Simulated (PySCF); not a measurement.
# A diatomic session: SnF−

One job finds the state of SnF−, follows it along the bond with each method and fits the curves.

Computed with PySCF 2.14.0. Level: Sn def2-TZVPPD with ECP28, F def2-TZVPPD, scalar-relativistic core potentials.

1 further run of the same task is left out (set aside as unsound or not needed).

### Step 1. Input

The job is set up so:

| Item | Value |
| --- | --- |
| atoms | Sn, F |
| charge | -1 |
| basis | Sn def2-TZVPPD with ECP28, F def2-TZVPPD |
| Hamiltonian | scalar-relativistic core potentials |
| basis functions | 96 |
| electrons treated | 32 |
| masses in u | 119.9022, 18.9984 |
| levels | PBE0, PBE, r²SCAN, M06-L, BP86, PW91, M06-2X, TPSS, ωB97X-V, HF, MP2, SCS-MP2, CCSD, CCSD(T) |
| grid | 80 radial by 434 angular points |
| occupations | held fixed by the projection of orbital angular momentum |
| dissociation limit | Sn + F−, each in its ground configuration |
| starting distance in angstrom | 2.065 |
| values of 2S to try | 0, 2 |

On the command line:

```bash
$ OMP_NUM_THREADS=2 python dia.py task.json out
```

The runs that follow: PBE0 along the bond; Higher solutions at PBE0; PBE (GGA); r²SCAN (meta-GGA); M06-L; BP86; PW91 (GGA); M06-2X; TPSS (meta-GGA); ωB97X-V (range-separated hybrid); UHF; Correlated methods on the Hartree–Fock reference.

What does the calculation give? Wanted: for each run, Re; ωe; De; μ.

**Answer**, as computed:

Lowest PBE0 solution found, without spin–orbit coupling: ³Σ⁻ (triplet), unpaired electrons π ↑↑. State 2 has its PBE0 minimum 0.23 eV higher, as a spin-mixed determinant (⟨S²⟩ = 1.01), so this is no gap between pure states. The other levels ran on the lowest alone.

| level | Re (Å) | ωe (cm⁻¹) | De (eV) | μ (D) |
| --- | --- | --- | --- | --- |
| UHF | 2.016 | 473 | 2.72 | -1.49 |
| UHF-MP2 | 2.048 | 443 | 2.66 | n/a |
| UHF-SCS-MP2 | 2.053 | 439 | 2.60 | n/a |
| UHF-CCSD | 2.036 | 457 | 2.72 | n/a |
| UHF-CCSD(T) | 2.042 | 451 | 2.75 | n/a |
| PBE | 2.074 | 423 | 2.79 | -1.54 |
| PW91 | 2.072 | 425 | 2.80 | -1.57 |
| BP86 | 2.073 | 425 | 2.78 | -1.50 |
| TPSS | 2.060 | 437 | 2.84 | -1.45 |
| r²SCAN | 2.039 | 455 | 3.02 | -1.39 |
| M06-L | 2.055 | 444 | 3.01 | -1.27 |
| PBE0 | 2.041 | 451 | 2.85 | -1.51 |
| M06-2X | 2.050 | 450 | 2.75 | -1.85 |
| ωB97X-V | 2.044 | 452 | 2.79 | -1.61 |

De is counted to Sn + F− in their ground configurations. A positive dipole points from Sn to F; in an ion it is taken about the centre of mass and does not tell which atom is negative.

Differences from CCSD(T) in the same basis:

| level | Re (mÅ) | ωe (%) |
| --- | --- | --- |
| UHF | -26 | +5.0 |
| UHF-MP2 | +6 | -1.6 |
| UHF-SCS-MP2 | +10 | -2.6 |
| UHF-CCSD | -7 | +1.4 |
| PBE | +31 | -6.2 |
| PW91 | +29 | -5.8 |
| BP86 | +30 | -5.7 |
| TPSS | +18 | -3.1 |
| r²SCAN | -3 | +1.0 |
| M06-L | +12 | -1.6 |
| PBE0 | -2 | 0.0 |
| M06-2X | +8 | -0.1 |
| ωB97X-V | +1 | +0.3 |

In words: Against CCSD(T) in the same basis, the bond length is nearest at ωB97X-V (+1 mÅ) and farthest at PBE (+31 mÅ); the wavenumber is nearest at PBE0 (0.0 %) and farthest at PBE (-6.2 %). Hartree–Fock falls on the short and stiff side, its usual fault. PBE has the long and soft bond that GGAs tend to give. Among the levels with a De in the table, it runs from 2.60 eV (UHF-SCS-MP2) to 3.02 eV (r²SCAN).

Correlated steps freeze 5 core orbitals. These are scalar-relativistic numbers at best; spin–orbit coupling would shift them, the dissociation energy most. With some functionals the highest level of the anion is positive, from self-interaction error or because the anion is truly unbound there; the finite basis then holds the extra electron, and no neutral molecule was run to test the binding.
